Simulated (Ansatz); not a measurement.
# C2H7NSi2: geometry optimisation

The task: find the minimum of C2H7NSi2 nearest to the start.

Program: Ansatz 0.2.0. Level of theory: RKS PBE0-D4/def2-SVP. These are calculated values, not measurements.

## Step 1: The system as given

SMILES `C1=N[SiH2]C[SiH2]1`, 12 atoms, charge 0, spin multiplicity 1.

Atoms are counted from 1 here; the program's logs count them from 0.

Bond lengths: C1–N2 1.287 Å, C1–Si5 1.938 Å, C1–H6 1.119 Å, N2–Si3 1.795 Å, Si3–C4 1.910 Å, Si3–H7 1.503 Å, Si3–H8 1.503 Å, C4–Si5 1.900 Å, C4–H9 1.109 Å, C4–H10 1.109 Å, Si5–H11 1.507 Å, Si5–H12 1.507 Å. Angles: N2–C1–Si5 118.8°, N2–C1–H6 118.5°, Si5–C1–H6 122.7°, C1–N2–Si3 115.1°, N2–Si3–C4 104.6°, N2–Si3–H7 108.4°, N2–Si3–H8 108.3°, C4–Si3–H7 113.1°, C4–Si3–H8 113.1°, H7–Si3–H8 109.0°, Si3–C4–Si5 103.1°, Si3–C4–H9 111.7°, Si3–C4–H10 111.6°, Si5–C4–H9 111.3°, Si5–C4–H10 111.4°, H9–C4–H10 107.8°, C1–Si5–C4 98.4°, C1–Si5–H11 111.5° and more.

Geometry (Å):

```
C    -1.54681    0.13527    0.64501
N    -0.78429   -0.26959    1.59995
Si    0.93973   -0.49615    1.15386
C     1.02662   -0.02173   -0.69425
Si   -0.76991    0.44285   -1.10323
H    -2.63279    0.29480    0.86015
H     1.77691    0.39175    2.03102
H     1.31088   -1.92927    1.41311
H     1.37632   -0.86886   -1.31804
H     1.71382    0.83140   -0.86497
H    -1.39626   -0.44170   -2.15050
H    -0.93722    1.87613   -1.53812
```

## Step 2: Relaxation

Input file input.yaml:

```yaml
crystal:
  periodic: [false, false, false]
  atoms:
    - { symbol: C, position_ang: [-1.54681, 0.135266, 0.645008] }
    - { symbol: "N", position_ang: [-0.784292, -0.269585, 1.599953] }
    - { symbol: Si, position_ang: [0.939734, -0.496151, 1.153865] }
    - { symbol: C, position_ang: [1.026615, -0.021729, -0.694245] }
    - { symbol: Si, position_ang: [-0.769908, 0.442855, -1.103227] }
    - { symbol: H, position_ang: [-2.63279, 0.294796, 0.860148] }
    - { symbol: H, position_ang: [1.776909, 0.391747, 2.031015] }
    - { symbol: H, position_ang: [1.310879, -1.929267, 1.413115] }
    - { symbol: H, position_ang: [1.376317, -0.868859, -1.318043] }
    - { symbol: H, position_ang: [1.71382, 0.831402, -0.864966] }
    - { symbol: H, position_ang: [-1.396258, -0.4417, -2.150503] }
    - { symbol: H, position_ang: [-0.937215, 1.876126, -1.53812] }
basis:
  gaussian: { orbitals: def2-SVP }
hamiltonian:
  xc: pbe0
  dispersion: d4
output:
  forces: true
relax:
  f_tol: 0.003
  max_steps: 120
```

Launch:

```console
$ ansatz run input.yaml --threads 1 --pin off --max-ram 2560MiB --backend cpu --events-out ev --progress --plain --runs-dir out
```

**Question.** What will these runs give? Wanted: energy gained; root mean square move; dipole moment.

The runs gave:

| quantity | value |
| --- | --- |
| energy gained | 0.0205 eV |
| root mean square move | 0.016 Å |
| dipole moment | 1.89 D |

What this shows: Bond lengths: C1–N2 1.276 Å, C1–Si5 1.925 Å, C1–H6 1.109 Å, N2–Si3 1.780 Å, Si3–C4 1.897 Å, Si3–H7 1.492 Å, Si3–H8 1.492 Å, C4–Si5 1.887 Å, C4–H9 1.101 Å, C4–H10 1.101 Å, Si5–H11 1.496 Å, Si5–H12 1.496 Å. Angles: N2–C1–Si5 118.5°, N2–C1–H6 118.5°, Si5–C1–H6 123.0°, C1–N2–Si3 115.6°, N2–Si3–C4 104.4°, N2–Si3–H7 108.6°, N2–Si3–H8 108.6°, C4–Si3–H7 112.9°, C4–Si3–H8 112.9°, H7–Si3–H8 109.1°, Si3–C4–Si5 103.1°, Si3–C4–H9 111.6°, Si3–C4–H10 111.6°, Si5–C4–H9 111.4°, Si5–C4–H10 111.4°, H9–C4–H10 107.8°, C1–Si5–C4 98.4°, C1–Si5–H11 111.3° and more. No frequencies were computed here.
